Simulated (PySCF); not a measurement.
**A gas-phase reaction: BrCl2HSi + H3N → Cl2H3NSi + BrH**

Wanted: the reaction energy for `Cl[SiH](Cl)Br` + `N` → `N[SiH](Cl)Cl` + `Br`.

Programs: PySCF 2.14.0. All values are calculated, for the isolated system unless a continuum is named. Atoms count from 0, parts from 1.

## 1. Starting point

Each species was relaxed by itself at PBE0-D3(BJ)/def2-SVPD.

## 2. Reaction energy: wB97M-D3(BJ)/def2-TZVPD

Job settings and geometry (Å):

```
{"job": {"kind": "react", "xc": "wB97M-D3(BJ)", "basis": "def2-TZVPD"}, "charge": 0, "multiplicity": 1}
-1 BrCl2HSi charge 0 multiplicity 1
Cl    -0.808680     1.790660    -0.506610
Si    -0.025300    -0.003920     0.114330
Cl    -1.123120    -1.530970    -0.712210
Br     2.070210    -0.161290    -0.545750
H     -0.099310    -0.087750     1.586120

-1 H3N charge 0 multiplicity 1
N      0.000190     0.001840     0.284500
H      0.936320    -0.147980    -0.080290
H     -0.589790    -0.732460    -0.095750
H     -0.332810     0.881490    -0.099150

+1 Cl2H3NSi charge 0 multiplicity 1
N      0.516070    -0.077060     1.019960
Si    -0.142730    -0.008940    -0.547640
Cl    -0.564330     1.967960    -0.991560
Cl    -1.863340    -1.158160    -0.566270
H      0.343280    -0.846780     1.650260
H      1.023370     0.690300     1.436500
H      0.692200    -0.504890    -1.662450

+1 BrH charge 0 multiplicity 1
Br     0.714810    -0.000730    -0.013520
H     -0.708670     0.003900     0.013460
```

Level: wB97M-D3(BJ)/def2-TZVPD reaction energy of separated species, gas phase.

The run is started by

```console
> OMP_NUM_THREADS=1 python cluster_run.py task.json out
```

The driver reads the jobs from task.json and runs them one after another.

The log of the run:

```text
species 1 (BrCl2HSi)
coarse grid: 28848 points
cycle   1  E = -3784.9133572415  dE = -6.580e-01  |g| = 5.141e-01  |ddm| = 1.918e+00
cycle   2  E = -3784.9311040525  dE = -1.775e-02  |g| = 4.702e-01  |ddm| = 7.840e-01
cycle   3  E = -3784.9837146227  dE = -5.261e-02  |g| = 4.129e-02  |ddm| = 3.754e-01
cycle   4  E = -3784.9839442503  dE = -2.296e-04  |g| = 1.280e-02  |ddm| = 3.292e-02
cycle   5  E = -3784.9839848867  dE = -4.064e-05  |g| = 3.703e-03  |ddm| = 1.710e-02
cycle   6  E = -3784.9839899320  dE = -5.045e-06  |g| = 7.534e-04  |ddm| = 5.778e-03
final grid: 53864 points
cycle   7  E = -3784.9839239393  dE = -3.193e-07  |g| = 4.965e-04  |ddm| = 2.071e-03
cycle   8  E = -3784.9839239898  dE = -5.048e-08  |g| = 3.788e-04  |ddm| = 6.840e-04
cycle   9  E = -3784.9839240079  dE = -1.805e-08  |g| = 5.214e-05  |ddm| = 2.424e-04
cycle  10  E = -3784.9839240112  dE = -3.329e-09  |g| = 1.735e-05  |ddm| = 1.626e-04
cycle  11  E = -3784.9839240113  dE = -1.546e-10  |g| = 4.282e-06  |ddm| = 3.670e-05
converged SCF energy = -3784.9839240113

species 2 (H3N)
coarse grid: 12536 points
cycle   1  E = -56.5694022285  dE = -1.294e-01  |g| = 3.024e-01  |ddm| = 1.089e+00
cycle   2  E = -56.5779564065  dE = -8.554e-03  |g| = 2.716e-01  |ddm| = 2.676e-01
cycle   3  E = -56.5918781357  dE = -1.392e-02  |g| = 2.124e-02  |ddm| = 1.115e-01
cycle   4  E = -56.5919837327  dE = -1.056e-04  |g| = 5.194e-03  |ddm| = 1.728e-02
cycle   5  E = -56.5919948696  dE = -1.114e-05  |g| = 7.323e-04  |ddm| = 8.714e-03
cycle   6  E = -56.5919952847  dE = -4.151e-07  |g| = 1.111e-04  |ddm| = 3.175e-03
final grid: 27112 points
cycle   7  E = -56.5919841060  dE = -1.629e-08  |g| = 6.390e-05  |ddm| = 7.798e-04
cycle   8  E = -56.5919841081  dE = -2.099e-09  |g| = 5.143e-05  |ddm| = 2.518e-04
cycle   9  E = -56.5919841088  dE = -6.475e-10  |g| = 1.240e-05  |ddm| = 5.235e-05
converged SCF energy = -56.5919841088

species 3 (Cl2H3NSi)
coarse grid: 31584 points
cycle   1  E = -1266.7475088615  dE =  3.159e-01  |g| = 4.653e-01  |ddm| = 1.941e+00
cycle   2  E = -1266.7728984838  dE = -2.539e-02  |g| = 3.997e-01  |ddm| = 6.620e-01
cycle   3  E = -1266.8059032737  dE = -3.300e-02  |g| = 2.948e-02  |ddm| = 3.006e-01
cycle   4  E = -1266.8061573591  dE = -2.541e-04  |g| = 1.591e-02  |ddm| = 4.469e-02
cycle   5  E = -1266.8062165336  dE = -5.917e-05  |g| = 5.178e-03  |ddm| = 1.565e-02
cycle   6  E = -1266.8062257734  dE = -9.240e-06  |g| = 1.046e-03  |ddm| = 7.678e-03
final grid: 62528 points
cycle   7  E = -1266.8061695312  dE = -4.615e-07  |g| = 7.435e-04  |ddm| = 3.368e-03
cycle   8  E = -1266.8061696011  dE = -6.995e-08  |g| = 6.795e-04  |ddm| = 1.043e-03
cycle   9  E = -1266.8061696999  dE = -9.881e-08  |g| = 7.606e-05  |ddm| = 3.696e-04
cycle  10  E = -1266.8061697036  dE = -3.631e-09  |g| = 4.217e-05  |ddm| = 1.436e-04
cycle  11  E = -1266.8061697045  dE = -8.877e-10  |g| = 9.261e-06  |ddm| = 9.601e-05
converged SCF energy = -1266.8061697045

species 4 (BrH)
coarse grid: 9808 points
cycle   1  E = -2574.7444819358  dE = -1.115e+00  |g| = 2.814e-01  |ddm| = 9.887e-01
cycle   2  E = -2574.7574489186  dE = -1.297e-02  |g| = 1.487e-01  |ddm| = 2.655e-01
cycle   3  E = -2574.7608846916  dE = -3.436e-03  |g| = 8.656e-03  |ddm| = 8.708e-02
cycle   4  E = -2574.7609220566  dE = -3.736e-05  |g| = 2.523e-03  |ddm| = 1.268e-02
cycle   5  E = -2574.7609264869  dE = -4.430e-06  |g| = 6.498e-04  |ddm| = 4.934e-03
final grid: 18448 points
cycle   6  E = -2574.7609110999  dE = -1.922e-07  |g| = 3.887e-04  |ddm| = 9.248e-04
cycle   7  E = -2574.7609111275  dE = -2.761e-08  |g| = 2.733e-04  |ddm| = 3.940e-04
cycle   8  E = -2574.7609111346  dE = -7.075e-09  |g| = 3.377e-05  |ddm| = 1.360e-04
cycle   9  E = -2574.7609111356  dE = -1.036e-09  |g| = 1.120e-05  |ddm| = 6.289e-05
cycle  10  E = -2574.7609111357  dE = -5.912e-11  |g| = 1.705e-06  |ddm| = 1.293e-05
converged SCF energy = -2574.7609111357

Reaction energy = 5.299 kcal/mol
```

It took 44 s on 1 thread of Arm Neoverse N1, shared host; peak memory 0.72 GiB.

Species by species (with the dispersion term, which the log's SCF energies lack):

```
 ν        species  energy (Eh)  HOMO (eV)
-1  Cl[SiH](Cl)Br  -3784.99084     -11.25
-1              N    -56.59358     -10.26
+1   N[SiH](Cl)Cl  -1266.81450     -10.63
+1             Br  -2574.76148     -11.15
```

## 3. Energies of the species: PBE0-D3(BJ)/def2-TZVPD

Settings changed since step 2:

```diff
@@ -1,2 +1,2 @@
-{"job": {"kind": "react", "xc": "wB97M-D3(BJ)", "basis": "def2-TZVPD"}, "charge": 0, "multiplicity": 1}
+{"job": {"kind": "react", "xc": "PBE0", "basis": "def2-TZVPD", "disp": "d3bj"}, "charge": 0, "multiplicity": 1}
 -1 BrCl2HSi charge 0 multiplicity 1
```

Level: PBE0-D3(BJ)/def2-TZVPD reaction energy of separated species, gas phase.

The log of the run:

```text
species 1 (BrCl2HSi)
coarse grid: 28848 points
cycle   1  E = -3784.0848945687  dE = -6.938e-01  |g| = 4.302e-01  |ddm| = 1.984e+00
cycle   2  E = -3784.0599808163  dE =  2.491e-02  |g| = 5.008e-01  |ddm| = 7.201e-01
cycle   3  E = -3784.1190253521  dE = -5.904e-02  |g| = 9.539e-02  |ddm| = 4.418e-01
cycle   4  E = -3784.1208623563  dE = -1.837e-03  |g| = 1.583e-02  |ddm| = 6.498e-02
cycle   5  E = -3784.1209113091  dE = -4.895e-05  |g| = 4.624e-03  |ddm| = 1.648e-02
cycle   6  E = -3784.1209163753  dE = -5.066e-06  |g| = 1.070e-03  |ddm| = 5.249e-03
final grid: 53864 points
cycle   7  E = -3784.1209117558  dE =  1.782e-08  |g| = 1.198e-03  |ddm| = 2.130e-03
cycle   8  E = -3784.1209116580  dE =  9.779e-08  |g| = 1.423e-03  |ddm| = 2.066e-03
cycle   9  E = -3784.1209120888  dE = -4.308e-07  |g| = 8.827e-05  |ddm| = 1.093e-03
cycle  10  E = -3784.1209120906  dE = -1.776e-09  |g| = 2.681e-05  |ddm| = 8.775e-05
cycle  11  E = -3784.1209120908  dE = -1.883e-10  |g| = 1.823e-06  |ddm| = 1.838e-05
converged SCF energy = -3784.1209120908

species 2 (H3N)
coarse grid: 2928 points
cycle   1  E = -56.4893982536  dE = -9.634e-02  |g| = 3.707e-01  |ddm| = 1.101e+00
cycle   2  E = -56.4629763812  dE =  2.642e-02  |g| = 5.179e-01  |ddm| = 4.430e-01
cycle   3  E = -56.5200750319  dE = -5.710e-02  |g| = 1.576e-02  |ddm| = 2.486e-01
cycle   4  E = -56.5201235612  dE = -4.853e-05  |g| = 3.353e-03  |ddm| = 8.649e-03
cycle   5  E = -56.5201257317  dE = -2.170e-06  |g| = 3.223e-04  |ddm| = 2.234e-03
final grid: 27112 points
cycle   6  E = -56.5150242692  dE = -1.152e-05  |g| = 5.611e-03  |ddm| = 1.584e-02
cycle   7  E = -56.5150188118  dE =  5.457e-06  |g| = 7.680e-03  |ddm| = 5.921e-03
cycle   8  E = -56.5150305602  dE = -1.175e-05  |g| = 1.378e-04  |ddm| = 3.466e-03
cycle   9  E = -56.5150305644  dE = -4.203e-09  |g| = 3.201e-05  |ddm| = 9.538e-05
cycle  10  E = -56.5150305647  dE = -2.862e-10  |g| = 3.553e-06  |ddm| = 2.602e-05
converged SCF energy = -56.5150305647

species 3 (Cl2H3NSi)
coarse grid: 7800 points
cycle   1  E = -1266.1200981669  dE =  2.911e-01  |g| = 4.704e-01  |ddm| = 2.042e+00
cycle   2  E = -1266.0933271970  dE =  2.677e-02  |g| = 5.952e-01  |ddm| = 7.263e-01
cycle   3  E = -1266.1680981950  dE = -7.477e-02  |g| = 5.571e-02  |ddm| = 3.973e-01
cycle   4  E = -1266.1687367748  dE = -6.386e-04  |g| = 2.412e-02  |ddm| = 5.738e-02
cycle   5  E = -1266.1688447489  dE = -1.080e-04  |g| = 4.678e-03  |ddm| = 1.956e-02
cycle   6  E = -1266.1688491223  dE = -4.373e-06  |g| = 2.267e-03  |ddm| = 4.763e-03
final grid: 62528 points
cycle   7  E = -1266.1656558097  dE = -2.297e-05  |g| = 5.993e-03  |ddm| = 3.066e-02
cycle   8  E = -1266.1656515621  dE =  4.248e-06  |g| = 7.183e-03  |ddm| = 8.141e-03
cycle   9  E = -1266.1656622161  dE = -1.065e-05  |g| = 6.466e-04  |ddm| = 4.795e-03
cycle  10  E = -1266.1656622969  dE = -8.081e-08  |g| = 1.564e-04  |ddm| = 5.128e-04
cycle  11  E = -1266.1656623015  dE = -4.593e-09  |g| = 6.299e-05  |ddm| = 1.502e-04
cycle  12  E = -1266.1656623026  dE = -1.055e-09  |g| = 1.340e-05  |ddm| = 4.735e-05
cycle  13  E = -1266.1656623026  dE = -4.047e-11  |g| = 1.781e-06  |ddm| = 1.163e-05
converged SCF energy = -1266.1656623026

species 4 (BrH)
coarse grid: 9808 points
cycle   1  E = -2574.4494537522  dE = -1.081e+00  |g| = 2.724e-01  |ddm| = 1.042e+00
cycle   2  E = -2574.4540919947  dE = -4.638e-03  |g| = 1.699e-01  |ddm| = 2.601e-01
cycle   3  E = -2574.4588662570  dE = -4.774e-03  |g| = 3.007e-02  |ddm| = 1.194e-01
cycle   4  E = -2574.4590977304  dE = -2.315e-04  |g| = 4.156e-03  |ddm| = 2.212e-02
cycle   5  E = -2574.4591017328  dE = -4.002e-06  |g| = 1.311e-03  |ddm| = 4.270e-03
final grid: 18448 points
cycle   6  E = -2574.4591028135  dE = -7.031e-08  |g| = 1.375e-03  |ddm| = 2.024e-03
cycle   7  E = -2574.4591028278  dE = -1.434e-08  |g| = 1.399e-03  |ddm| = 1.791e-03
cycle   8  E = -2574.4591030487  dE = -2.209e-07  |g| = 5.149e-05  |ddm| = 8.398e-04
cycle   9  E = -2574.4591030494  dE = -6.835e-10  |g| = 1.026e-05  |ddm| = 4.413e-05
converged SCF energy = -2574.4591030494

Reaction energy = 7.286 kcal/mol
```

Run time: 25 s. Hardware: 1 thread of Arm Neoverse N1, shared host; peak memory 0.63 GiB.

Reaction energy at this level: 7.29 kcal/mol.

## 4. Side by side

Energies in kcal/mol, with wall time:

```
                    run  reaction  time
wB97M-D3(BJ)/def2-TZVPD      5.30  44 s
 PBE0-D3(BJ)/def2-TZVPD      7.29  25 s
```

## 5. Results

```
                                                quantity                  value
               reaction energy (wB97M-D3(BJ)/def2-TZVPD)          5.30 kcal/mol
                     ΔH, ΔG at 298 K (xTB thermal terms)    +2.6, +2.7 kcal/mol
range of the reaction energy over the runs of this table  5.30 to 7.29 kcal/mol
```

The reaction is endothermic by 2.6 kcal/mol in the gas phase; dispersion gives -0.24, and xTB itself gave 4.02 for the electronic energy (xTB energies and thermal terms come from the earlier relaxation of each species, not shown). No barrier was sought. The reaction energy runs from 5.30 (wB97M-D3(BJ)/def2-TZVPD) to 7.29 kcal/mol (PBE0-D3(BJ)/def2-TZVPD).
